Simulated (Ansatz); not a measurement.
# Ge, space group Cmmm: a convergence test of the k-point mesh

With the Python package of Ansatz (0.2.0).

Contents of `POSCAR`:
```text
Ge
1.0
   1.39714900   -2.60051600    0.00000000
   1.39714900    2.60051600    0.00000000
   0.00000000    0.00000000    2.69823100
Ge
1
Direct
   0.50000000    0.50000000    0.00000000
```

The cells in order, each with its output:

```python
import ansatz as az
from ase.io import read

CUTOFF_EV = 420
FILLING = 'Marzari-Vanderbilt'
WIDTH_EV = 0.1
XC = 'pbesol'

atoms = read('POSCAR', format='vasp')
cell = az.Crystal.from_ase(atoms)
```

```python
cell.resolved().tree()['lattice']
```

    ((1.397149, -2.600516, 0.0), (1.397149, 2.600516, 0.0), (0.0, 0.0, 2.698231))

```python
setup = (
    cell.calculation()
    .basis(CUTOFF_EV)
    .occupations(FILLING, width=WIDTH_EV)
    .functional(XC)
)
```

```python
rows = []
for value in [0.9, 0.7, 0.55, 0.45, 0.35]:
    summary = setup.kpoints(spacing=value).run(threads=1).report
    rows.append((value, summary['free_energy_ev'] / len(summary['lattice']['sites']), summary['n_iterations'], summary['n_kpoints']))
```

```python
print('spacing (1/A)   F/atom (eV)    iterations      k-points')
for row in rows:
    print(f'{str(row[0]):>12s}  {row[1]:12.5f}  {row[2]:12d}  {row[3]:12d}')
```

    spacing (1/A)   F/atom (eV)    iterations      k-points
             0.9   -4252.60797             6             8
             0.7   -4253.03815             5            21
            0.55   -4253.26653             5            27
            0.45   -4253.31513             5            52
            0.35   -4253.28488             5            84

```python
# differences from the last row
for row in rows[:-1]:
    shift = 1000 * (row[1] - rows[-1][1])
    print(f'{row[0]}: {shift:+.2f} meV/atom' + ('  (within 1 meV)' if abs(shift) < 1 else ''))
```

    0.9: +676.91 meV/atom
    0.7: +246.74 meV/atom
    0.55: +18.35 meV/atom
    0.45: -30.25 meV/atom

Notes:
- This isn't the structure that Ge takes at ambient conditions.
- Shifts are counted from the finest mesh, which is itself no proven limit.
- Wall time of the script: 6.1 s on 1 thread of Arm Neoverse N1, with other jobs on the host, peak memory 0.38 GiB.
